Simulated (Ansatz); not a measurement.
# H₈OSSi₃: up Jacob's ladder to CCSD(T)

An exercise on one series of results from a longer session: the logs are not shown, and one member is left open.

The runs use Ansatz 0.2.0, Gaussian basis; functionals in def2-TZVPP, the program's frozen cores in correlated methods.

Plan: LDA (SPW92), PBE-D4, revPBE-D4, BLYP-D4, r2SCAN-D4, B97M-V, PBE0-D4, B3LYP-D4, r2SCANh-D4, r2SCAN0-D4, HSE06-D4, BHLYP-D4, CAM-B3LYP-D4, LC-ωPBE, ωB97X-V, ωB97M-V, B2PLYP, PBE-QIDH; CCSD(T)/def2-SVP; CCSD(T)/def2-TZVPP; MP2/def2-QZVPP; extrapolation to the limit; RPA on PBE.

### The relaxed structure

All runs share one geometry, relaxed beforehand with PBE0-D4 in a triple-zeta def2 set.

SMILES `O[SiH]([SiH3])[SiH2]S`, 13 atoms, charge 0, spin multiplicity 1.

Atoms are counted from 1 here; the program's logs count them from 0.

Bond lengths: O1–Si2 1.656 Å, O1–H6 0.963 Å, Si2–Si3 2.338 Å, Si2–Si4 2.345 Å, Si2–H7 1.496 Å, Si3–H8 1.489 Å, Si3–H9 1.487 Å, Si3–H10 1.487 Å, Si4–S5 2.160 Å, Si4–H11 1.488 Å, Si4–H12 1.486 Å, S5–H13 1.344 Å. Angles: Si2–O1–H6 114.5°, O1–Si2–Si3 109.0°, O1–Si2–Si4 106.1°, O1–Si2–H7 111.4°, Si3–Si2–Si4 114.3°, Si3–Si2–H7 109.4°, Si4–Si2–H7 106.7°, Si2–Si3–H8 108.2°, Si2–Si3–H9 111.7°, Si2–Si3–H10 110.3°, H8–Si3–H9 108.8°, H8–Si3–H10 108.7°, H9–Si3–H10 109.2°, Si2–Si4–S5 104.6°, Si2–Si4–H11 115.1°, Si2–Si4–H12 112.8°, S5–Si4–H11 111.3°, S5–Si4–H12 103.2° and more.

Set-up of the first run:

in.yaml

```yaml
crystal:
  periodic: [false, false, false]
  atoms:
    - {symbol: O, position_ang: [-0.494530, 0.439850, 1.847648]}
    - {symbol: Si, position_ang: [-0.348193, -0.433158, 0.447917]}
    - {symbol: Si, position_ang: [1.511070, -1.839398, 0.620724]}
    - {symbol: Si, position_ang: [-0.210135, 1.137857, -1.288003]}
    - {symbol: S, position_ang: [-1.585509, 2.702961, -0.717116]}
    - {symbol: H, position_ang: [-0.933872, 1.290540, 1.744408]}
    - {symbol: H, position_ang: [-1.571070, -1.254833, 0.186331]}
    - {symbol: H, position_ang: [1.617815, -2.624979, -0.640007]}
    - {symbol: H, position_ang: [1.381868, -2.782510, 1.763235]}
    - {symbol: H, position_ang: [2.751111, -1.036181, 0.788586]}
    - {symbol: H, position_ang: [-0.523280, 0.610679, -2.643509]}
    - {symbol: H, position_ang: [1.100741, 1.836682, -1.329759]}
    - {symbol: H, position_ang: [-2.675717, 1.917689, -0.765757]}
basis:
  gaussian: {orbitals: def2-TZVPP}
hamiltonian: {xc: lda}
output: {orbitals: {seedname: orbitals}}
```

Command:

```
$ ansatz run in.yaml --threads 4 --pin off --events-out ev --progress --plain --max-ram 10444MiB
```

Among the steps run: LDA; PBE-D4 (GGA); revPBE-D4 (GGA); BLYP-D4 (GGA); r2SCAN-D4 (meta-GGA); B97M-V (meta-GGA); B3LYP-D4 (hybrid); r2SCANh-D4 (hybrid); r2SCAN0-D4 (hybrid); HSE06-D4 (hybrid); BHLYP-D4 (hybrid); CAM-B3LYP-D4 (range-separated); LC-ωPBE (range-separated); ωB97X-V (range-separated); ωB97M-V (range-separated); B2PLYP (double hybrid); PBE-QIDH (double hybrid).

One of the session's tables, all rows but one given; the rest of the session is left out.

It belongs to the step «Frontier levels by functional». 

| functional | HOMO (eV) | gap (eV) |
| --- | --- | --- |
| LDA (SPW92) | -6.31 | 4.25 |
| PBE-D4 | -6.21 | 4.37 |
| revPBE-D4 | -6.16 | 4.43 |
| BLYP-D4 | -6.06 | 4.40 |
| r2SCAN-D4 | -6.46 | 4.85 |
| B97M-V | -6.59 | 4.83 |
| PBE0-D4 | -7.32 | 6.28 |
| B3LYP-D4 | -7.11 | 5.92 |
| r2SCANh-D4 | -6.86 | 5.53 |
| r2SCAN0-D4 | -7.47 | 6.56 |
| HSE06-D4 | ? | ? |
| BHLYP-D4 | -8.31 | 8.20 |
| CAM-B3LYP-D4 | -8.56 | 8.58 |
| LC-ωPBE | -9.85 | 10.94 |
| ωB97X-V | -9.53 | 10.50 |
| ωB97M-V | -9.32 | 10.01 |

Q: Estimate the row for HSE06-D4 from the others.

The run gave: HOMO (eV): -6.93; gap (eV): 5.52. In the column «HOMO (eV)» it lies between B3LYP-D4 (-7.11) and r2SCANh-D4 (-6.86).
